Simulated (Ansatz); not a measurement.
# Y4GeS3: the cost of one run

All numbers below are computed with Ansatz 0.2.0 (DFT PBE, scalar-relativistic, plane waves, PAW).

2 further runs of the same task are left out: 2 set aside as unsound or not needed.

**1. The system as given**

The cell holds 24 atoms (Ge3S9Y12): a = 8.558 Å, b = 8.293 Å, c = 8.519 Å, α = 86.68°, β = 94.90°, γ = 89.45°.

It is the last frame of an earlier stage of the same melt, run at 880 K.

Its coordinates follow in the input file.

**2. Langevin stage at 300 K**

One k point, a Fermi-Dirac width of 0.050 eV and a fixed cell.

File input.yaml:

```yaml
crystal:
  lattice:
    - [8.55056, 0.045624, -0.365551]
    - [0.045624, 8.289621, 0.244408]
    - [-0.365551, 0.244408, 8.507826]
  atoms:
    - { symbol: "Y", position: [0.4506591288, 0.3775621619, 0.6028933376] }
    - { symbol: "Y", position: [0.8605777989, 0.3929783164, 0.8607117129] }
    - { symbol: "Y", position: [0.2913755959, 0.9542120235, 0.5520459511] }
    - { symbol: "Y", position: [0.8742013198, 0.1729155623, 0.510282678] }
    - { symbol: "Y", position: [0.0363104685, 0.5326207526, 0.3961718652] }
    - { symbol: "Y", position: [0.407262456, 0.0346063094, 0.1627124174] }
    - { symbol: "Y", position: [0.093151942, 0.8075477274, 0.8474375667] }
    - { symbol: "Y", position: [0.6417644233, 0.5759271941, 0.1387455239] }
    - { symbol: "Y", position: [0.6546580265, 0.7893436076, 0.4972131501] }
    - { symbol: "Y", position: [0.9935382622, 0.9522059826, 0.1934975014] }
    - { symbol: "Y", position: [0.2499619987, 0.4394066682, 0.0380744872] }
    - { symbol: "Y", position: [0.5874382926, 0.9886233263, 0.8283885698] }
    - { symbol: Ge, position: [0.3589418613, 0.6888675459, 0.2877366081] }
    - { symbol: Ge, position: [0.1729279727, 0.210816459, 0.326834566] }
    - { symbol: Ge, position: [0.7256198317, 0.4558132289, 0.4687513312] }
    - { symbol: S, position: [0.9387237938, 0.0848880788, 0.8570776404] }
    - { symbol: S, position: [0.5416532276, 0.3590485287, 0.9371082458] }
    - { symbol: S, position: [0.9869606668, 0.8485650017, 0.5249464933] }
    - { symbol: S, position: [0.4600003613, 0.6999871501, 0.7249137955] }
    - { symbol: S, position: [0.9556067137, 0.6311737664, 0.0610034709] }
    - { symbol: S, position: [0.2855428501, 0.0820283432, 0.8538280181] }
    - { symbol: S, position: [0.1484504523, 0.4839321981, 0.748199307] }
    - { symbol: S, position: [0.574020938, 0.0825931781, 0.5378860066] }
    - { symbol: S, position: [0.6874780563, 0.8809971274, 0.1563137602] }
  symmetry: { detect: false }
basis:
  ecutwfc: 420
  xc_grid: 1
kpoints:
  mp_grid: { grid: [1, 1, 1], shift: [0.25, 0.25, 0.25] }
hamiltonian:
  xc: pbe
scf:
  occupations: { method: fermi_dirac, width: 0.05 }
  lower_state_search: "off"
  convergence: { dr2_threshold: 1.0e-05 }
output:
  forces: true
  stress: true
md:
  timestep: 3.0
  n_steps: 88
  ensemble: nvt_langevin
  friction: 0.015
  temperature: 300.0
  initial_velocities: maxwell_boltzmann
  seed: 1251
```

On the command line:

```bash
> ansatz run input.yaml --threads 2 --pin off --max-ram 5120MiB --backend cpu --events-out ev --progress --plain --runs-dir out
```

What time and memory should one allow on 2 threads of Intel Xeon 6975P-C (Granite Rapids), shared host?

About 2.9 min, with a peak of 0.88 GiB.
